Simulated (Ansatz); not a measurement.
# ClFGaH2N: a ladder of functionals and wavefunction methods

The task here is to estimate one member of a computed series from the others.

Method: functionals in def2-TZVPP, the program's frozen cores in correlated methods; program: Ansatz 0.2.0, Gaussian basis.

Plan: LDA (SPW92), PBE-D4, revPBE-D4, BLYP-D4, r2SCAN-D4, B97M-V, PBE0-D4, B3LYP-D4, r2SCANh-D4, r2SCAN0-D4, HSE06-D4, BHLYP-D4, CAM-B3LYP-D4, LC-ωPBE, ωB97X-V, ωB97M-V, B2PLYP, PBE-QIDH; CCSD(T)/def2-SVP; CCSD(T)/def2-TZVPP; MP2/def2-QZVPP; extrapolation to the limit; RPA on PBE.

**The geometry**

The geometry comes from an earlier relaxation with PBE0-D4 in a triple-zeta def2 set; it is a stationary point.

6 atoms, charge 0, spin multiplicity 1.

Atoms are counted from 1 here; the program's logs count them from 0.

Bond lengths: N1–Ga2 1.790 Å, N1–H5 1.005 Å, N1–H6 1.005 Å, Ga2–F3 1.743 Å, Ga2–Cl4 2.117 Å. Angles: Ga2–N1–H5 121.8°, Ga2–N1–H6 122.2°, H5–N1–H6 113.3°, N1–Ga2–F3 119.0°, N1–Ga2–Cl4 124.0°, F3–Ga2–Cl4 116.9°.

As a file:

```
N    -0.1934    1.0270   -0.0459
Ga    0.2329   -0.7110    0.0129
F     1.5693   -1.2213    1.0093
Cl   -0.7401   -2.2086   -1.1237
H     0.2019    1.6915    0.5968
H    -1.0286    1.3586   -0.4956
```

Set-up of the first run:

The input, in.yaml:

```yaml
crystal:
  periodic: [false, false, false]
  atoms:
    - {symbol: N, position_ang: [-0.193410, 1.026970, -0.045884]}
    - {symbol: Ga, position_ang: [0.232950, -0.710993, 0.012940]}
    - {symbol: F, position_ang: [1.569268, -1.221323, 1.009280]}
    - {symbol: Cl, position_ang: [-0.740129, -2.208645, -1.123655]}
    - {symbol: H, position_ang: [0.201948, 1.691451, 0.596823]}
    - {symbol: H, position_ang: [-1.028628, 1.358639, -0.495606]}
basis:
  gaussian: {orbitals: def2-TZVPP}
hamiltonian: {xc: lda}
output: {orbitals: {seedname: orbitals}}
```

Steps of the session up to this table: LDA; PBE-D4 (GGA); revPBE-D4 (GGA); BLYP-D4 (GGA); r2SCAN-D4 (meta-GGA); B97M-V (meta-GGA); PBE0-D4 (hybrid); B3LYP-D4 (hybrid); r2SCANh-D4 (hybrid); r2SCAN0-D4 (hybrid); HSE06-D4 (hybrid); BHLYP-D4 (hybrid); CAM-B3LYP-D4 (range-separated); LC-ωPBE-D4 (range-separated; the results give it without D4); ωB97X-V (range-separated); ωB97M-V (range-separated); B2PLYP (double hybrid); PBE-QIDH (double hybrid).

One table of the session follows, with a row left open; its other results are not shown here.

It belongs to the step «Orbital energies across the functionals». 

| functional | HOMO (eV) | gap (eV) |
| --- | --- | --- |
| LDA (SPW92) | -6.96 | 4.65 |
| PBE-D4 | -6.74 | 4.72 |
| revPBE-D4 | -6.66 | 4.78 |
| BLYP-D4 | -6.62 | 4.60 |
| r2SCAN-D4 | -7.06 | 5.39 |
| B97M-V | -7.09 | 5.24 |
| PBE0-D4 | -8.18 | 7.13 |
| B3LYP-D4 | -7.93 | 6.51 |
| r2SCANh-D4 | -7.60 | 6.26 |
| r2SCAN0-D4 | ? | ? |
| HSE06-D4 | -7.77 | 6.34 |
| BHLYP-D4 | -9.53 | 9.31 |
| CAM-B3LYP-D4 | -9.65 | 9.51 |
| LC-ωPBE | -11.09 | 12.35 |
| ωB97X-V | -10.67 | 11.72 |
| ωB97M-V | -10.57 | 11.36 |

Q: Estimate the row for r2SCAN0-D4 from the others.

Worked estimate for «HOMO (eV)». Against the share of exact exchange, r2SCAN-D4 (0, -7.06), r2SCANh-D4 (0.1, -7.60) give a slope of -5.40 per unit share; at 0.25 the line stands at -8.41.

**Answer.** HOMO (eV): -8.41; gap (eV): 7.57. In «HOMO (eV)» the line misses by 0.00.
